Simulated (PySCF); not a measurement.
# One shape, several levels: CH5BOS (SMILES COBS)

We compute a comparison of 5 runs (HF/STO-3G, HF/3-21G, HF/def2-SVP, B3LYP/6-31G*, BLYP/def2-TZVP) of CH5BOS. 

Program for the calculation: PySCF 2.14.0.

## Step 1: Starting point

CH5BOS has 9 atoms, charge 0, and is taken as a singlet. SMILES: `COBS`. Geometry: relaxed at PBE0-D4/def2-TZVP. This is one conformer, not always the lowest.

Bond lengths: C1–O2 1.412 Å, O2–B3 1.343 Å, B3–S4 1.807 Å, C1–H5 1.094 Å, C1–H6 1.092 Å, C1–H7 1.092 Å, B3–H8 1.199 Å, S4–H9 1.341 Å. Some angles: C1–O2–B3 121.9°, O2–B3–S4 117.2°, O2–C1–H5 111.4°, O2–C1–H6 108.9°, O2–C1–H7 108.9°, O2–B3–H8 121.9°, S4–B3–H8 120.9°, B3–S4–H9 95.3°, H5–C1–H6 109.4°, H5–C1–H7 109.4°.

## Step 2: Energy and forces at HF/STO-3G (run 1)

File calc.py:

```python
# COBS
from pyscf import gto

molecule = gto.M(
    atom='''
C        0.569500       0.756200      -1.208400
O        0.058000       0.724300       0.107400
B       -0.311900      -0.424400       0.697800
S       -0.950000      -0.317900       2.384900
H        0.616800      -0.246400      -1.642400
H       -0.075000       1.387200      -1.823700
H        1.571200       1.190000      -1.188400
H       -0.226000      -1.480600       0.136800
H       -1.164300      -1.634700       2.518700
''',
    basis='sto-3g',
    max_memory=1860,
    verbose=4,
)

mf = molecule.RHF()
mf.conv_tol = 1e-10
mf.kernel()
if not mf.converged:
    mf = mf.newton().run(mf.mo_coeff, mf.mo_occ)

e_final = mf.e_tot
print('Final energy', e_final)
grad = mf.nuc_grad_method().kernel()
mf.analyze()
```

Command:

```
$ OMP_NUM_THREADS=1 python calc.py
```

Output:

```text
PySCF version 2.14.0

[... 64 lines left out ...]
Final energy -531.7823817761166
[... 20 lines left out ...]
MO #1   energy= -90.730653264394   occ= 2
[... 6 lines left out ...]
MO #8   energy= -6.26120465012422  occ= 2
[... 6 lines left out ...]
MO #15  energy= -0.532103095958743 occ= 2
[... 6 lines left out ...]
MO #22  energy= 0.483818610777164  occ= 0
[... 6 lines left out ...]
MO #29  energy= 0.908402927291969  occ= 0
[... 41 lines left out ...]
Dipole moment(X, Y, Z, Debye):  0.53550, -0.80094, -1.64415
```

Run time: 1.6 s. Hardware: 1 thread of Intel Xeon at 2.70GHz, shared host; peak memory 0.12 GiB.

## Step 3: Energy and gradient at HF/3-21G (run 2)

File geometry.xyz:

```xyz
9

C      0.569500     0.756200    -1.208400
O      0.058000     0.724300     0.107400
B     -0.311900    -0.424400     0.697800
S     -0.950000    -0.317900     2.384900
H      0.616800    -0.246400    -1.642400
H     -0.075000     1.387200    -1.823700
H      1.571200     1.190000    -1.188400
H     -0.226000    -1.480600     0.136800
H     -1.164300    -1.634700     2.518700
```

File run.py:

```python
import pyscf.grad
from pyscf import gto, scf

molecule = gto.M(
    atom='geometry.xyz',
    charge=0,
    basis='3-21g',
    verbose=4,
    max_memory=1860,
    spin=0,
)

myscf = scf.RHF(molecule)
myscf.conv_tol = 1e-10
myscf.kernel()
if not myscf.converged:
    myscf = myscf.newton().run(myscf.mo_coeff, myscf.mo_occ)

etot = myscf.e_tot
print(f'total energy: {etot:.8f} hartree')
grad = myscf.Gradients().kernel()
myscf.analyze()
```

Command:

```
$ OMP_NUM_THREADS=1 python run.py
```

Output:

```text
PySCF version 2.14.0

[... 82 lines left out ...]
DFT Exchange-Correlation Energy =      -44.066886024288181
[... 11 lines left out ...]
MO #10  energy= -1.00196824813342  occ= 2
[... 9 lines left out ...]
MO #20  energy= -0.381441262041213 occ= 2
[... 9 lines left out ...]
MO #30  energy= 0.64414200776832   occ= 0
[... 9 lines left out ...]
MO #40  energy= 1.07936072624083   occ= 0
[... 9 lines left out ...]
MO #50  energy= 3.44108879417074   occ= 0
[... 62 lines left out ...]
Dipole moment(X, Y, Z, Debye):  1.01118, -1.48053, -3.09444
```

Wall time 3 s (1 thread of Intel Xeon at 2.70GHz, shared host); peak memory 0.12 GiB.

Runs 3 to 4 aren't shown in full; the table further down has their settings and results.

## Step 4: Energy and gradient at BLYP/def2-TZVP (run 5)

Changes to geometry.xyz since step 3:

```diff
@@ -1,3 +1,3 @@
 9
-
+CH5BOS
 C      0.569500     0.756200    -1.208400
```

File input.py:

```python
# COBS
import pyscf.grad
from pyscf import gto, dft

system = gto.M(
    atom='geometry.xyz',
    verbose=4,
    max_memory=1860,
    charge=0,
    basis='def2-tzvp',
)

mf = dft.RKS(system, xc='blyp')
mf.conv_tol = 1e-10
mf.grids.level = 5
mf.kernel()
if not mf.converged:
    mf = mf.newton().run(mf.mo_coeff, mf.mo_occ)

e_tot = mf.e_tot
print('E = %.10f Eh' % e_tot)
grad = mf.Gradients().kernel()
mf.analyze()
```

Command:

```
$ OMP_NUM_THREADS=1 python input.py
```

Output:

```text
PySCF version 2.14.0

[... 118 lines left out ...]
MO #15  energy= -0.377216037624381 occ= 2
[... 28 lines left out ...]
MO #44  energy= 0.401477562053726  occ= 0
[... 28 lines left out ...]
MO #73  energy= 1.38429577336293   occ= 0
[... 28 lines left out ...]
MO #102 energy= 2.08329823750627   occ= 0
[... 28 lines left out ...]
MO #131 energy= 3.24459016243276   occ= 0
[... 28 lines left out ...]
MO #160 energy= 43.3249014377641   occ= 0
[... 172 lines left out ...]
Dipole moment(X, Y, Z, Debye):  0.58333, -0.66953, -1.72654
```

Run time: 93 s. Hardware: 1 thread of Intel Xeon at 2.70GHz, shared host; peak memory 2 GiB.

## Step 5: Overview of the runs

| run | level | Cartesian functions | integration grid | energy (Eh) | dipole moment (D) | HOMO energy (eV) | LUMO energy (eV) | wall time |
| --- | --- | --- | --- | --- | --- | --- | --- | --- |
| 1 | HF/STO-3G | no | – | -531.782382 | 1.91 | -7.31 | 8.68 | 1.6 s |
| 2 | HF/3-21G | no | – | -535.166299 | 3.58 | -10.38 | 4.07 | 3 s |
| 3 | HF/def2-SVP | no | – | -537.692653 | 2.57 | -10.21 | 3.95 | 7.8 s |
| 4 | B3LYP/6-31G* (Cartesian functions) | yes | 5 | -539.443057 | 2.33 | -7.09 | 0.27 | 29 s |
| 5 | BLYP/def2-TZVP | no | 5 | -539.456432 | 1.94 | -6.13 | -0.79 | 93 s |

## Step 6: Outcome

```
                       quantity          value
            run 5: total energy  -539.45643 Eh
           run 5: dipole moment         1.94 D
             run 5: HOMO energy       -6.13 eV
             run 5: LUMO energy       -0.79 eV
           run 5: HOMO–LUMO gap        5.34 eV
run 5: largest force on an atom     0.657 eV/Å
```

The dipole moment (its size) runs from 1.91 D (HF/STO-3G) to 3.58 D (HF/3-21G). The HOMO–LUMO gap runs from 5.34 eV (BLYP/def2-TZVP) to 15.99 eV (HF/STO-3G). The two ends differ in method and basis. Totals of different functionals can't be ranked against each other. In run 1 the basis is minimal, so the values are rough. All runs together took 2.2 min, the longest 93 s.
